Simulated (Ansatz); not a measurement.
# NaAs (singlet): wave-function methods side by side at distance As1–Na2 = 2.226 Å, cc-pVDZ

One table from this session's results is given with a row withheld; the runs are named, their logs left out.

The runs use Ansatz 0.2.0, Gaussian basis; cc-pVDZ, core rule «outside noble gas», up to 19 orbitals frozen.

The runs, in order: UHF; CCSD(T) on RHF; CCSD(T) on UHF; BCCD(T) on RHF; CISD; CCSDT(Q) on RHF; CCSDT(Q) on UHF; CCSDTQ on RHF; CASSCF and MRCISD+Q, 2 electrons in 2 orbitals; CASSCF and NEVPT2, 2 electrons in 2 orbitals; Full CI.

69 further runs of the same task are left out: 50 for a known fault of the program, 12 that didn't finish, 7 set aside as unsound or not needed. Runs told in other sessions of the task aren't counted.

## What is computed

The geometry derives from a PBE0/def2-TZVP stationary point (not a proven minimum). One bond is set to the value named and the two fragments are kept rigid. No spin-orbit coupling is included. The filled d shell of As may be among the frozen orbitals whatever the setting's name suggests.

2 atoms, charge 0, spin multiplicity 1.

Atoms are counted from 1 here; the program's logs count them from 0.

Bond lengths: As1–Na2 2.226 Å.

The first run:

Contents of in.yaml:

```yaml
crystal:
  periodic: [false, false, false]
  atoms:
    - {symbol: As, position_ang: [0.000000, 0.000000, 0.000000]}
    - {symbol: Na, position_ang: [0.000000, 0.000000, 2.226000]}
basis:
  gaussian: {orbitals: cc-pVDZ}
magnetization: {spin_polarized: true, initial_magnetization: 0}
hamiltonian: {xc: hf}
output: {orbitals: {seedname: orbitals}}
```

Run with:

```sh
$ ansatz run in.yaml --threads 1 --pin off --events-out ev --progress --plain --max-ram 2393MiB
```

Steps of the session up to this table: UHF; CCSD(T) on RHF; CCSD(T) on UHF; BCCD(T) on RHF; CISD; CCSDT(Q) on RHF; CCSDT(Q) on UHF; CCSDTQ on RHF; CASSCF and MRCISD+Q, 2 electrons in 2 orbitals; CASSCF and NEVPT2, 2 electrons in 2 orbitals; Full CI.

One of the session's tables, all rows but one given; the rest of the session is left out.

It belongs to the step «Misses and costs». 

```
       method  from FCI (kcal/mol)
          RHF               +74.89
         RMP2               +22.18
         CISD                    ?
        RCCSD                +6.39
     RCCSD(T)                +3.53
      BCCD(T)                +3.57
       RCCSDT                +0.54
    RCCSDT(Q)                -0.15
      RCCSDTQ                +0.01
  CASSCF pair               +62.58
  NEVPT2 pair               +11.01
  MRCISD pair                +3.86
MRCISD+Q pair                -0.32
          FCI                    0
```

**Question.** Estimate the row for CISD.

The run gave: from FCI (kcal/mol): +10.43. In the column «from FCI (kcal/mol)» it lies between RCCSD (+6.39) and NEVPT2 pair (+11.01).

Left out of the table: UHF, UMP2, UCCSD, UCCSD(T), UCCSDT, UCCSDT(Q) (another determinant or state than the rows shown). UCCSDT(Q) lies 1.03 eV below the table's zero, so the state tabled may not be the lowest.

Caveats from the session: The report flags that the cluster equations may have other roots. The program flags RCCSDT(Q), RCCSDTQ as in doubt, so those rows may rest on another solution. RCCSDT(Q), MRCISD+Q pair fall below full CI, which methods that aren't variational can do.
